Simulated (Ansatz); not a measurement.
Geometry optimisation, DFT PBE, scalar-relativistic, plane waves, PAW in Ansatz.

Input file:

```yaml
crystal:
  lattice:
    - [0.0, 5.43, 5.43]
    - [5.43, 0.0, 5.43]
    - [5.43, 5.43, 0.0]
  atoms:
    - { symbol: Si, position: [0.0, 0.0, 0.0] }
    - { symbol: Si, position: [0.125, 0.125, 0.125] }
    - { symbol: Si, position: [0.0, 0.0, 0.5] }
    - { symbol: Si, position: [0.125, 0.125, 0.625] }
    - { symbol: Si, position: [0.0, 0.5, 0.0] }
    - { symbol: Si, position: [0.125, 0.625, 0.125] }
    - { symbol: Si, position: [0.0, 0.5, 0.5] }
    - { symbol: Si, position: [0.125, 0.625, 0.625] }
    - { symbol: Si, position: [0.5, 0.0, 0.0] }
    - { symbol: Si, position: [0.625, 0.125, 0.125] }
    - { symbol: Si, position: [0.5, 0.0, 0.5] }
    - { symbol: Si, position: [0.625, 0.125, 0.625] }
    - { symbol: Si, position: [0.5, 0.5, 0.0] }
    - { symbol: Si, position: [0.625, 0.625, 0.125] }
    - { symbol: Si, position: [0.5, 0.5, 0.5] }
    - { symbol: Si, position: [0.625, 0.625, 0.625] }
    - { symbol: "N", position: [0.8713157, 0.87409, 0.3766915], spin: 1.0 }
magnetization:
  spin_polarized: true
basis:
  ecutwfc: 420.0
kpoints:
  mp_grid: { grid: [2, 2, 2] }
hamiltonian:
  xc: pbe
  pseudopotentials: { kind: paw, azcp: { folder: soft_1 } }
scf:
  occupations: { method: gaussian, width: 0.02 }
  lower_state_search: "off"
relax:
  f_tol: 0.03
  max_steps: 60
  adjacent_minimum: "off"
```

Command:

```bash
$ ansatz run input.yaml --threads 2 --pin off --max-ram 5120MiB --backend cpu --events-out ev --progress --plain --runs-dir out
```

Q: Where does it end, and by what steps?

A: It converged. Limits of this set-up: coarse k mesh, a small cell, in which the defect meets its images. After 12 steps the energy has fallen by 1.537 eV; N17 moved furthest, 0.90 Å.

```
step  energy less start (eV)  largest force component (eV/Å)  accepted
   0                  0.0000                           0.588       yes
   1                 -0.1441                           0.434       yes
   2                 -0.3167                           0.338       yes
   3                 -0.4473                           0.460       yes
   4                 -0.3840                           0.793        no
   5                 -0.5799                           0.471       yes
   6                 -0.7552                           0.957       yes
   7                 -1.0107                           0.977       yes
   8                 -1.3259                           0.509       yes
   9                 -1.5001                           0.235       yes
  10                 -1.5249                           0.128       yes
  11                 -1.5337                           0.129       yes
  12                 -1.5369                           0.022       yes
```

```xyz
17
Lattice="0.0000 5.4300 5.4300 5.4300 0.0000 5.4300 5.4300 5.4300 0.0000" Properties=species:S:1:pos:R:3
Si 0.153 0.152 -0.285
Si 1.384 1.383 1.321
Si 2.806 2.804 0.089
Si 4.179 4.178 1.460
Si 2.654 0.034 2.749
Si 3.866 1.441 4.155
Si 5.583 2.432 2.866
Si 6.815 4.036 4.098
Si 0.035 2.654 2.748
Si 1.441 3.865 4.155
Si 2.433 5.582 2.866
Si 4.037 6.813 4.098
Si 2.878 2.877 5.592
Si 4.232 4.232 6.947
Si 5.464 5.463 5.367
Si 6.870 6.869 6.579
N 6.261 6.261 8.973
```

Whether the end is a true minimum wasn't checked by a vibrational analysis.

The run took 2.2 min on 2 threads of Arm Neoverse V2, on a shared host, peak memory 0.68 GiB.
